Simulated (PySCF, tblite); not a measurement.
# C₆H₈AlF₃: geometry, infrared bands and NMR shifts

Wanted: the infrared bands and NMR shifts of C₆H₈AlF₃ (`FC(F)=[C](F)[Al]1[CH2]CC[CH2]1`), by calculation.

Programs: tblite 0.8.0 and PySCF 2.14.0, with density-fitted response routines of our own. Each step states its level of theory. These are calculated values for one molecule in the gas phase, unless marked as measured. Atoms are numbered from 0 throughout.

## (1) Starting geometry

18 atoms, charge 0, multiplicity 1; geometry from: force field or distance geometry start.

Bonds of the start (Å): F0–C1 1.38, C1–F2 1.36, C1–C3 1.33, C3–F4 1.36, C3–Al5 1.97, Al5–C6 2.01, C6–C7 1.54, C7–C8 1.50, C8–C9 1.51, C9–Al5 2.01, C6–H10 1.10, C6–H11 1.10, C7–H12 1.12, C7–H13 1.10, C8–H14 1.11, C8–H15 1.12, C9–H16 1.10, C9–H17 1.10.

## (2) Optimising the geometry with GFN2-xTB

The job: settings as JSON, then the geometry in Å.

```
{"job": {"kind": "relax", "xc": "GFN2-xTB", "basis": "xTB"}, "charge": 0, "multiplicity": 1}
F      2.677600    -1.277500     0.022900
C      3.175200     0.006200     0.093000
F      4.488600     0.173100     0.414500
C      2.325500     0.998400    -0.147100
F      2.747400     2.284000    -0.074300
Al     0.435000     0.641000    -0.585600
C     -0.344500    -1.187800    -0.887500
C     -1.378900    -1.093800     0.247500
C     -2.081800     0.222900     0.072900
C     -1.122100     1.311900     0.502600
H      0.374600    -1.985800    -0.655300
H     -0.833700    -1.262400    -1.865000
H     -0.840800    -1.058200     1.234100
H     -2.071900    -1.945300     0.260600
H     -2.227400     0.346700    -1.019600
H     -3.054900     0.266700     0.627600
H     -1.439800     2.321000     0.185600
H     -0.836700     1.245000     1.561300
```

The run is started by

```sh
> OMP_NUM_THREADS=1 python probes_run.py task.json out
```

One launch serves the whole session: the jobs run in the order shown.

**Question.** This job is followed by: GFN2-xTB harmonic vibrations, gas phase; GIAO PBE0/pcSseg-1 NMR shielding, non-relativistic, gas phase. What will the session give for the following? strongest single infrared mode (GFN2-xTB); zero-point energy (GFN2-xTB); ¹³C shifts against TMS (PBE0/pcSseg-1, means over atoms taken as alike); ¹H shifts against TMS (PBE0/pcSseg-1, means over atoms taken as alike); ¹⁹F shifts against CFCl3 (PBE0/pcSseg-1); ²⁷Al shifts against AlH4- (PBE0/pcSseg-1).

The runs gave:

| quantity | value |
| --- | --- |
| strongest single infrared mode (GFN2-xTB) | 1040 cm⁻¹, 263 km/mol |
| zero-point energy (GFN2-xTB) | 78.3 kcal/mol |
| ¹³C shifts against TMS (PBE0/pcSseg-1, means over atoms taken as alike) | 170.9, 146.6, 31.9, 9.4 ppm |
| ¹H shifts against TMS (PBE0/pcSseg-1, means over atoms taken as alike) | 1.67, 0.66 ppm |
| ¹⁹F shifts against CFCl3 (PBE0/pcSseg-1) | -72.1, -159.7, -209.0 ppm |
| ²⁷Al shifts against AlH4- (PBE0/pcSseg-1) | 138.2 ppm |

In words: Over 157 steps the energy fell by 0.846 eV; of the close pairs, C3–Al5 changed most, 1.973 to 2.037 Å. No mode is imaginary among the 48: a minimum at this level. The strongest single mode, at 1040 cm⁻¹, moves mainly C1. Unscaled tight-binding wavenumbers are off by several per cent, some by more. Its intensities can rank the bands wrongly. At PBE0/pcSseg-1: Shielding is most anisotropic at F4 (span 206 ppm, paramagnetic term -87 ppm).
